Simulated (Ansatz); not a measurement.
# Ba2Pb3 (element-swapped structure): how the settings move a single-point run

Aim: see which settings change the result for Ba2Pb3 (element-swapped structure), by how much, and at what cost.

Computed with Ansatz 0.2.0 (reference: DFT PBE, plane waves, PAW, scalar-relativistic, no spin polarisation, unless a step's input says otherwise).

1 further run of the same task is left out (set aside as unsound or not needed).

**1. The structure to begin with**

The structure is orthorhombic, space group Immm (No. 71). The conventional cell has a = 4.778 Å, b = 7.922 Å, c = 9.899 Å, α = 90.00°, β = 90.00°, γ = 90.00°. Around Pb (site symmetry mmm) lie 4 Pb at 3.35 Å and 4 Ba at 3.63 Å. Pb (site symmetry m2m) has 3 Pb at 3.22 to 3.35 Å and 6 Ba at 3.60 to 3.64 Å as nearest neighbours. Ba (site symmetry mm2) has 8 Pb at 3.60 to 3.64 Å as nearest neighbours.

As a file:

```
CELL_PARAMETERS angstrom
-2.38918 3.96114 4.94931
4.77835 0.00000 0.00000
2.38918 3.96114 -4.94931
ATOMIC_POSITIONS crystal
Pb 0.00000 0.00000 0.00000
Pb 0.70320 0.50000 0.70320
Pb 0.29680 0.50000 0.29680
Ba 0.72450 0.22450 0.27550
Ba 0.27550 0.77550 0.72450
```

**2. Baseline**

Contents of input.yaml:

```yaml
crystal:
  lattice:
    - [-2.389177, 3.961137, 4.949314]
    - [4.778354, 0.0, 0.0]
    - [2.389177, 3.961137, -4.949314]
  atoms:
    - { symbol: Pb, position: [0.0, 0.0, 0.0] }
    - { symbol: Pb, position: [0.7032, 0.5, 0.7032] }
    - { symbol: Pb, position: [0.2968, 0.5, 0.2968] }
    - { symbol: Ba, position: [0.7245, 0.2245, 0.2755] }
    - { symbol: Ba, position: [0.2755, 0.7755, 0.7245] }
  symmetry: { tolerance: 0.0003 }
kpoints:
  mp_grid: { grid: [4, 4, 4], shift: [0, 0, 0] }
magnetization:
  spin_polarized: false
scf:
  occupations: { method: fermi_dirac }
hamiltonian:
  pseudopotentials: { kind: paw }
  xc: pbe
basis:
  ecutwfc: 420
output:
  forces: true
  stress: true
  eigenvalues: true
```

Launch:

```bash
ansatz run input.yaml --threads 1 --pin off --max-ram 2560MiB --backend cpu --events-out ev --progress --plain --runs-dir out
```

**3. Changed: mixing.algorithm anderson, mixing.beta 0.3, mixing.ndim 8, dispersion d4**

input.yaml, as its differences from that of step 2:

```diff
@@ -18,2 +18,3 @@
   occupations: { method: fermi_dirac }
+  mixing: { algorithm: anderson, beta: 0.3, ndim: 8 }
 hamiltonian:
@@ -21,2 +22,3 @@
   xc: pbe
+  dispersion: d4
 basis:
```

**4. Variant: occupations.method tetrahedron**

input.yaml, as its differences from that of step 2:

```diff
@@ -17,3 +17,3 @@
 scf:
-  occupations: { method: fermi_dirac }
+  occupations: { method: tetrahedron }
 hamiltonian:
@@ -27 +27,5 @@
   eigenvalues: true
+  write_density: true
+  write_potential: true
+  elf: true
+  volumetric_format: npy
```

**5. A further run, with the input changed**

input.yaml, as its differences from that of step 2:

```diff
@@ -13,3 +13,3 @@
 kpoints:
-  mp_grid: { grid: [4, 4, 4], shift: [0, 0, 0] }
+  mp_grid: { grid: [4, 3, 5], shift: [0, 0, 0] }
 magnetization:
@@ -18,2 +18,3 @@
   occupations: { method: fermi_dirac }
+  max_iter: 100
 hamiltonian:
```

(Steps that only read results are left out.)

Before running it: what results should come out? Wanted: for each run, ending; energy change; pressure; gap; force.

The runs gave:

```csv
run,ending,energy change,pressure (GPa),gap (eV),force (eV/Å),cycles,time
reference,converged,0,2.2,0.00,0.14,7,11 s
"1: mixing.algorithm anderson, mixing.beta 0.3, mixing.ndim 8, dispersion d4",converged,-284.2 meV/atom (offset of the dispersion model),0.9,0.00,0.14,8,12 s
2: occupations.method tetrahedron,converged,-1.1 meV/atom (σ→0),2.1,0.00,0.15,7,12 s
"3: mp_grid.grid [4, 3, 5]",converged,+9.8 meV/atom,2.1,0.00,0.12,7,17 s
```

Times don't compare one to one where runs were asked for different outputs or read a saved state (see the inputs); cycles may leave out searches for a lower state.

Residual by cycle in the longest SCF loop of each run; runs are numbered as in the table. The quantity is the density residual dr2, in eV.

```csv
cycle,reference,run 1,run 2,run 3
1,0.00892,0.00892,0.0109,0.0151
2,0.004,0.00564,0.00489,0.0067
3,3.6e-4,0.00104,3.4e-4,5.2e-4
4,9.1e-5,2.7e-4,1.1e-4,1.2e-4
5,6.7e-6,2.2e-5,6.6e-6,8.0e-6
6,2.9e-7,3.2e-6,4.9e-7,4.8e-7
7,2.1e-8,1.1e-6,2.4e-8,3.9e-8
8,-,4.3e-8,-,-
```

What this shows: No change moves the result by more than the table shows.

Caveats on the reference run: its mesh is coarse for a cell with so small a gap or none; the structure is made up and not relaxed.
